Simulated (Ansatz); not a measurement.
**TiS+ (quartet): from Hartree-Fock to the top rungs, def2-TZVPP**

An exercise on one series of results from a longer session: the logs are not shown, and one member is left open.

Computed with Ansatz 0.2.0, Gaussian basis. Level: def2-TZVPP, core rule «outside noble gas», up to 14 orbitals frozen.

The runs, in order: UHF; ROHF; CCSD(T) on UHF.

2 further runs of the same task are left out: 2 set aside as unsound or not needed.

### What is computed

The geometry is a PBE0/def2-TZVP stationary point (not a proven minimum) of the parent state, kept for this charge and spin.

2 atoms, charge 1, spin multiplicity 4.

Atoms are counted from 1 here; the program's logs count them from 0.

Bond lengths: Ti1–S2 2.066 Å.

Set-up of the first run:

Contents of in.yaml:

```yaml
crystal:
  periodic: [false, false, false]
  atoms:
    - {symbol: Ti, position_ang: [0.000000, 0.000000, 0.000000]}
    - {symbol: S, position_ang: [0.000000, 0.000000, 2.066400]}
basis:
  gaussian: {orbitals: def2-TZVPP}
total_charge: 1
magnetization: {spin_polarized: true, initial_magnetization: 3}
hamiltonian: {xc: hf}
output: {orbitals: {seedname: orbitals}}
```

The run is started by

```bash
> ansatz run in.yaml --threads 1 --pin off --events-out ev --progress --plain --max-ram 4096MiB --backend cpu
```

Steps of the session up to this table: UHF; ROHF; CCSD(T) on UHF.

One of the session's tables, all rows but one given; the rest of the session is left out.

| method | from UCCSD(T) (meV) |
| --- | --- |
| ROHF | +6318.3 |
| UHF | +6030.4 |
| UMP2 | ? |
| UCCSD | +323.2 |
| UCCSD(T) | 0 |

**Question.** Estimate the row for UMP2.

**Answer.** from UCCSD(T) (meV): +1094.4. In the column «from UCCSD(T) (meV)» it lies between UCCSD (+323.2) and UHF (+6030.4).
